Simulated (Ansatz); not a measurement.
**Ga8Se5S3: band edges up the ladder**

The task here is to estimate one member of a computed series from the others.

Program: Ansatz 0.2.0. Level of theory: DFT PBE+D3(BJ), scalar-relativistic, plane waves, PAW. These are calculated values, not measurements.

That is the level of the relaxation; later steps name their own.

## The system as given

Symmetry: Pm, No. 6, monoclinic system. The conventional cell has a = 6.358 Å, b = 3.671 Å, c = 15.870 Å, α = 90.00°, β = 90.00°, γ = 90.00°. Ga (site symmetry m) is surrounded by 2 Se at 2.39 Å and 1 S at 2.39 Å and 1 Ga at 2.54 Å. Around Ga (site symmetry m) lie 2 S at 2.39 Å and 1 Se at 2.39 Å and 1 Ga at 2.54 Å. Ga (site symmetry m) is surrounded by 3 Se at 2.39 Å and 1 Ga at 2.54 Å. Only part of the 16 independent sites is listed.

Structure file:

```cif
data_structure
_symmetry_space_group_name_H-M 'P 1'
_symmetry_Int_Tables_number 1
_cell_length_a 7.3411
_cell_length_b 3.6705
_cell_length_c 15.8698
_cell_angle_alpha 90.000
_cell_angle_beta 90.000
_cell_angle_gamma 120.000
_cell_volume 370.33
loop_
_atom_site_label
_atom_site_type_symbol
_atom_site_fract_x
_atom_site_fract_y
_atom_site_fract_z
_atom_site_occupancy
Ga1 Ga 0.16667 0.66667 0.17000 1
Ga2 Ga 0.66667 0.66667 0.17000 1
Ga3 Ga 0.33333 0.33333 0.67000 1
Ga4 Ga 0.83333 0.33333 0.67000 1
Ga5 Ga 0.16667 0.66667 0.33000 1
Ga6 Ga 0.66667 0.66667 0.33000 1
Ga7 Ga 0.33333 0.33333 0.83000 1
Ga8 Ga 0.83333 0.33333 0.83000 1
Se1 Se 0.16667 0.66667 0.60000 1
Se2 Se 0.66667 0.66667 0.60000 1
Se3 Se 0.33333 0.33333 0.10000 1
S1 S 0.83333 0.33333 0.10000 1
Se4 Se 0.16667 0.66667 0.90000 1
S2 S 0.66667 0.66667 0.90000 1
Se5 Se 0.33333 0.33333 0.40000 1
S3 S 0.83333 0.33333 0.40000 1
```

The first run:

(A quick probe on a coarse mesh, which set the mesh and smearing, is not shown.)

input.yaml

```yaml
crystal:
  lattice:
    - [7.34107754, 0.0, 0.0]
    - [-1.83526939, 3.17877982, 0.0]
    - [0.0, 0.0, 15.8698329]
  atoms:
    - { symbol: Ga, position: [0.16666667, 0.66666667, 0.17] }
    - { symbol: Ga, position: [0.66666667, 0.66666667, 0.17] }
    - { symbol: Ga, position: [0.33333333, 0.33333333, 0.67] }
    - { symbol: Ga, position: [0.83333333, 0.33333333, 0.67] }
    - { symbol: Ga, position: [0.16666667, 0.66666667, 0.33] }
    - { symbol: Ga, position: [0.66666667, 0.66666667, 0.33] }
    - { symbol: Ga, position: [0.33333333, 0.33333333, 0.83] }
    - { symbol: Ga, position: [0.83333333, 0.33333333, 0.83] }
    - { symbol: Se, position: [0.16666667, 0.66666667, 0.6] }
    - { symbol: Se, position: [0.66666667, 0.66666667, 0.6] }
    - { symbol: Se, position: [0.33333333, 0.33333333, 0.1] }
    - { symbol: S, position: [0.83333333, 0.33333333, 0.1] }
    - { symbol: Se, position: [0.16666667, 0.66666667, 0.9] }
    - { symbol: S, position: [0.66666667, 0.66666667, 0.9] }
    - { symbol: Se, position: [0.33333333, 0.33333333, 0.4] }
    - { symbol: S, position: [0.83333333, 0.33333333, 0.4] }
basis:
  ecutwfc: 420
kpoints:
  mp_grid: { grid: [6, 6, 2] }
hamiltonian:
  xc: pbe
  dispersion: d3bj
scf:
  occupations: { method: gaussian, width: 0.1 }
output:
  forces: true
  stress: true
  eigenvalues: true
relax:
  adjacent_minimum: "off"
  f_tol: 0.05
  max_steps: 80
  cell: { stress_tol: 0.5 }
```

Command:

```console
ansatz run input.yaml --threads 4 --pin off --max-ram 10240MiB --backend cpu --events-out ev --progress --plain --runs-dir out
```

Among the steps run: Rough relaxation on the coarse mesh; Relaxing cell and atoms; Band edges over the whole zone; Levels with PBE+D3(BJ); The run at PBE+D3(BJ) on the hybrid's mesh; The run at HSE06; Levels with PBE+D3(BJ), spin-orbit coupling.

One of the session's tables, all rows but one given; the rest of the session is left out.

```
                          level  gap (eV)  least direct gap (eV)
                     PBE+D3(BJ)      1.13                   1.13
PBE+D3(BJ) on the hybrid's mesh      1.13                   1.13
                          HSE06      2.00                   2.01
PBE+D3(BJ), spin-orbit coupling         ?                      ?
```

**Question.** Estimate the row for PBE+D3(BJ), spin-orbit coupling.

The run gave: gap (eV): 1.12; least direct gap (eV): 1.12. In the column «gap (eV)» it is the lowest.

Gaps are by band count over the mesh and the named points; a gap of 0 means that the bands overlap or touch.
